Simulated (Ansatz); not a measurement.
Write a Python script for Ansatz's Python interface that makes a comparison of dispersion corrections of C2H6MgO2, SMILES C[O][Mg][O]C. Use (for the species named): revPBE, def2-SVP basis, multiplicity 1, D3BJ dispersion.

```yaml
atoms:
  - { symbol: C, position_ang: [-0.4394, -0.8576, 2.1653] }
  - { symbol: O, position_ang: [0.4040, -1.6913, 1.5410] }
  - { symbol: Mg, position_ang: [0.6949, -0.8909, -0.2798] }
  - { symbol: O, position_ang: [1.1171, -0.0802, -2.0757] }
  - { symbol: C, position_ang: [0.2590, 1.0530, -2.1011] }
  - { symbol: H, position_ang: [-0.7252, -1.1634, 3.1720] }
  - { symbol: H, position_ang: [-0.0048, 0.1986, 2.2242] }
  - { symbol: H, position_ang: [-1.3814, -0.7411, 1.5476] }
  - { symbol: H, position_ang: [-0.8029, 0.8004, -1.8911] }
  - { symbol: H, position_ang: [0.3728, 1.5770, -3.0356] }
  - { symbol: H, position_ang: [0.5714, 1.7384, -1.2462] }
```

`disp_c2h6mgo2.py`
```python
"""Dispersion corrections for C2H6MgO2."""

import ansatz as az


def main() -> None:
    geometry_ang = [
        ("C", (-0.4394, -0.8576, 2.1653)),
        ("O", (0.404, -1.6913, 1.541)),
        ("Mg", (0.6949, -0.8909, -0.2798)),
        ("O", (1.1171, -0.0802, -2.0757)),
        ("C", (0.259, 1.053, -2.1011)),
        ("H", (-0.7252, -1.1634, 3.172)),
        ("H", (-0.0048, 0.1986, 2.2242)),
        ("H", (-1.3814, -0.7411, 1.5476)),
        ("H", (-0.8029, 0.8004, -1.8911)),
        ("H", (0.3728, 1.577, -3.0356)),
        ("H", (0.5714, 1.7384, -1.2462)),
    ]
    geometry = az.Crystal.molecule()
    for symbol, xyz in geometry_ang:
        geometry = geometry.atom(symbol, xyz)

    model = (
        geometry.calculation()
        .basis(gaussian="def2-SVP")
        .accuracy("medium")
    )
    for name in ["revpbe", "pbe0"]:
        for correction in ("d3bj", "d4"):
            summary = model.functional(name, dispersion=correction).run(threads=1).report
            print(f"{name:8s} {correction:5s} total {summary['free_energy_ev']:.5f} eV, of which dispersion {1000 * summary['dispersion']['energy']['ev']:.2f} meV")


if __name__ == "__main__":
    main()
```

Running `python disp_c2h6mgo2.py` prints:
```text
revpbe   d3bj  total -11701.12113 eV, of which dispersion -436.03 meV
revpbe   d4    total -11701.20028 eV, of which dispersion -515.18 meV
pbe0     d3bj  total -11693.95809 eV, of which dispersion -148.95 meV
pbe0     d4    total -11693.93571 eV, of which dispersion -126.56 meV
```

Reading the output:
- The settings weren't tested for convergence.
- The geometry is a force-field or estimated start, not a minimum of this method, and the basis set is short of its limit. D4 holds the three-body term, and d3bj doesn't.
- Wall time of the script: 18 s on 1 thread of Intel(R) Xeon(R) Platinum 8259CL CPU @ 2.50GHz (Skylake/Cascade Lake), with other jobs on the host, peak memory 0.25 GiB.
